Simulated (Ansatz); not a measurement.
# C₂H₇NSi: a ladder of functionals and wavefunction methods

The task here is to estimate one member of a computed series from the others.

The runs use Ansatz 0.2.0, Gaussian basis; functionals in def2-TZVPP, the program's frozen cores in correlated methods.

The runs, in order: PBE-D4, r2SCAN-D4, PBE0-D4, B3LYP-D4, ωB97X-V, ωB97M-V, B2PLYP; CCSD(T)/def2-TZVPP; CCSD(T)/def2-QZVPP; extrapolation to the limit.

### The geometry

All runs share one geometry, relaxed beforehand with PBE0-D4 in a triple-zeta def2 set.

SMILES `CC[Si]N`, 11 atoms, charge 0, spin multiplicity 1.

Atoms are counted from 1 here; the program's logs count them from 0.

Bond lengths: C1–C2 1.532 Å, C1–H5 1.093 Å, C1–H6 1.095 Å, C1–H7 1.093 Å, C2–Si3 1.913 Å, C2–H8 1.095 Å, C2–H9 1.096 Å, Si3–N4 1.709 Å, N4–H10 1.010 Å, N4–H11 1.008 Å. Angles: C2–C1–H5 111.5°, C2–C1–H6 111.6°, C2–C1–H7 111.8°, H5–C1–H6 107.0°, H5–C1–H7 107.5°, H6–C1–H7 107.1°, C1–C2–Si3 109.7°, C1–C2–H8 109.4°, C1–C2–H9 110.4°, Si3–C2–H8 108.8°, Si3–C2–H9 111.6°, H8–C2–H9 106.8°, C2–Si3–N4 98.3°, Si3–N4–H10 125.9°, Si3–N4–H11 122.0°, H10–N4–H11 112.1°.

The first run:

in.yaml

```yaml
crystal:
  periodic: [false, false, false]
  atoms:
    - {symbol: C, position_ang: [0.014118, 1.474531, 0.039203]}
    - {symbol: C, position_ang: [-0.647208, 0.240745, -0.584011]}
    - {symbol: Si, position_ang: [-0.912304, -1.096615, 0.758467]}
    - {symbol: N, position_ang: [0.561250, -1.940341, 0.561671]}
    - {symbol: H, position_ang: [1.019184, 1.247808, 0.405246]}
    - {symbol: H, position_ang: [-0.559885, 1.852570, 0.891418]}
    - {symbol: H, position_ang: [0.102486, 2.294542, -0.678414]}
    - {symbol: H, position_ang: [-1.620981, 0.521373, -0.999901]}
    - {symbol: H, position_ang: [-0.043471, -0.137648, -1.417349]}
    - {symbol: H, position_ang: [1.271404, -1.740541, -0.128617]}
    - {symbol: H, position_ang: [0.815405, -2.716403, 1.152305]}
basis:
  gaussian: {orbitals: def2-TZVPP}
hamiltonian: {xc: pbe, dispersion: d4}
output: {forces: true, orbitals: {seedname: orbitals}}
```

Run with:

```
ansatz run in.yaml --threads 2 --pin off --events-out ev --progress --plain --max-ram 32768MiB --backend cpu
```

Among the steps run: PBE-D4 (GGA); r2SCAN-D4 (meta-GGA); PBE0-D4 (hybrid); B3LYP-D4 (hybrid); ωB97X-V (range-separated); ωB97M-V (range-separated); B2PLYP (double hybrid); CCSD(T) in def2-TZVPP; CCSD(T) in def2-QZVPP.

One table of the session follows, with a row left open; its other results are not shown here.

```
            method  atomisation energy (kJ/mol)
            PBE-D4                       4098.8
         r2SCAN-D4                       4019.6
           PBE0-D4                       4036.1
          B3LYP-D4                       4045.3
           ωB97X-V                       4042.4
           ωB97M-V                       4053.8
            B2PLYP                       3992.1
     HF/def2-TZVPP                       2924.3
    MP2/def2-TZVPP                            ?
   CCSD/def2-TZVPP                       3871.8
CCSD(T)/def2-TZVPP                       3925.2
           MP2/CBS                       4058.8
       CCSD(T)/CBS                       4028.0
```

Q: Estimate the row for MP2/def2-TZVPP from the others.

The run gave: atomisation energy (kJ/mol): 3952.6. In the column «atomisation energy (kJ/mol)» it lies between CCSD(T)/def2-TZVPP (3925.2) and B2PLYP (3992.1).

Caveats from the session: Free atoms (2 C, 1 Si, 1 N, 7 H) were run apart at each level; the atomisation energy is their sum less the molecule, without zero-point or spin-orbit terms.
